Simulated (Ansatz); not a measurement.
**C6H5I: vertical ionisation energy**

An exercise on one series of results from a longer session: the logs are not shown, and one member is left open.

Computed with Ansatz 0.2.0, Gaussian basis. Level: unrestricted cation, the program's frozen cores in correlated methods.

Levels to be run: UKS PBE-D4/def2-TZVPP; UKS r2SCAN-D4/def2-TZVPP; UKS PBE0-D4/def2-TZVPP; UKS B3LYP-D4/def2-TZVPP; UKS wB97X-V/def2-TZVPP; UKS wB97M-V/def2-TZVPP; UKS B2PLYP/def2-TZVPP; UHF-CCSD(T)/def2-TZVPP; UHF-MP2/def2-QZVPP; extrapolation to the limit; then −ε(HOMO) from the neutral's earlier runs with LDA (SPW92), PBE-D4, revPBE-D4, BLYP-D4, r2SCAN-D4, B97M-V, PBE0-D4, B3LYP-D4, r2SCANh-D4, r2SCAN0-D4, HSE06-D4, BHLYP-D4, CAM-B3LYP-D4, LC-ωPBE, ωB97X-V, ωB97M-V.

### Structure used throughout

An earlier PBE0-D4 in a triple-zeta def2 set relaxation fixed the geometry. I takes the def2 core potential; no spin-orbit term is included.

SMILES `Ic1ccccc1`, 12 atoms, charge 0, spin multiplicity 1.

Atoms are counted from 1 here; the program's logs count them from 0.

Bond lengths: I1–C2 2.087 Å, C2–C3 1.387 Å, C2–C7 1.387 Å, C3–C4 1.387 Å, C3–H8 1.083 Å, C4–C5 1.387 Å, C4–H9 1.084 Å, C5–C6 1.387 Å, C5–H10 1.084 Å, C6–C7 1.387 Å, C6–H11 1.084 Å, C7–H12 1.083 Å. Angles: I1–C2–C3 119.5°, I1–C2–C7 119.5°, C3–C2–C7 121.1°, C2–C3–C4 119.2°, C2–C3–H8 120.4°, C4–C3–H8 120.4°, C3–C4–C5 120.4°, C3–C4–H9 119.3°, C5–C4–H9 120.2°, C4–C5–C6 119.8°, C4–C5–H10 120.1°, C6–C5–H10 120.1°, C5–C6–C7 120.4°, C5–C6–H11 120.2°, C7–C6–H11 119.3°, C2–C7–C6 119.2°, C2–C7–H12 120.4°, C6–C7–H12 120.4°.

The first run:

The input, in.yaml:

```yaml
crystal:
  periodic: [false, false, false]
  atoms:
    - {symbol: I, position_ang: [-0.789867, -3.221256, -0.654541]}
    - {symbol: C, position_ang: [-0.302178, -1.232404, -0.250412]}
    - {symbol: C, position_ang: [-0.630086, -0.686248, 0.981163]}
    - {symbol: C, position_ang: [-0.302885, 0.636238, 1.242718]}
    - {symbol: C, position_ang: [0.343884, 1.402404, 0.284965]}
    - {symbol: C, position_ang: [0.665544, 0.842737, -0.942193]}
    - {symbol: C, position_ang: [0.344530, -0.478410, -1.217804]}
    - {symbol: H, position_ang: [-1.135058, -1.284143, 1.729140]}
    - {symbol: H, position_ang: [-0.557853, 1.066297, 2.204546]}
    - {symbol: H, position_ang: [0.597031, 2.434866, 0.494748]}
    - {symbol: H, position_ang: [1.171131, 1.434977, -1.696319]}
    - {symbol: H, position_ang: [0.595817, -0.915058, -2.175999]}
basis:
  gaussian: {orbitals: def2-TZVPP}
total_charge: 1
magnetization: {spin_polarized: true, initial_magnetization: 1}
hamiltonian: {xc: pbe, dispersion: d4}
```

Started as:

```
> ansatz run in.yaml --threads 2 --pin off --events-out ev --progress --plain --max-ram 32768MiB --backend cuda --devices 0, --max-vram 18GiB
```

Among the steps run: Cation, UKS PBE-D4/def2-TZVPP; Cation, UKS r2SCAN-D4/def2-TZVPP; Cation, UKS PBE0-D4/def2-TZVPP; Cation, UKS B3LYP-D4/def2-TZVPP; Cation, UKS wB97X-V/def2-TZVPP; Cation, UKS wB97M-V/def2-TZVPP; Cation, UKS B2PLYP (frozen core)/def2-TZVPP; Cation, UHF-CCSD(T)/def2-TZVPP; Cation, UHF-MP2/def2-QZVPP.

One table of the session follows, with a row left open; its other results are not shown here.

It belongs to the step «Ionisation energies side by side». For comparison, −ε(HOMO) of the neutral from earlier runs:

| functional | −ε(HOMO) (eV) |
| --- | --- |
| LDA (SPW92) | 6.04 |
| PBE-D4 | 5.85 |
| revPBE-D4 | 5.79 |
| BLYP-D4 | 5.66 |
| r2SCAN-D4 | 6.06 |
| B97M-V | 6.04 |
| PBE0-D4 | 6.85 |
| B3LYP-D4 | 6.62 |
| r2SCANh-D4 | ? |
| r2SCAN0-D4 | 6.99 |
| HSE06-D4 | 6.47 |
| BHLYP-D4 | 7.66 |
| CAM-B3LYP-D4 | 8.02 |
| LC-ωPBE | 9.31 |
| ωB97X-V | 8.97 |
| ωB97M-V | 8.88 |

Estimate the missing values for r2SCANh-D4.

Worked estimate for «−ε(HOMO) (eV)». Against the share of exact exchange, r2SCAN-D4 (0, 6.06), r2SCAN0-D4 (0.25, 6.99) give a slope of 3.72 per unit share; at 0.1 the line stands at 6.43.

The run gave: −ε(HOMO) (eV): 6.43. In «−ε(HOMO) (eV)» the line misses by 0.00.
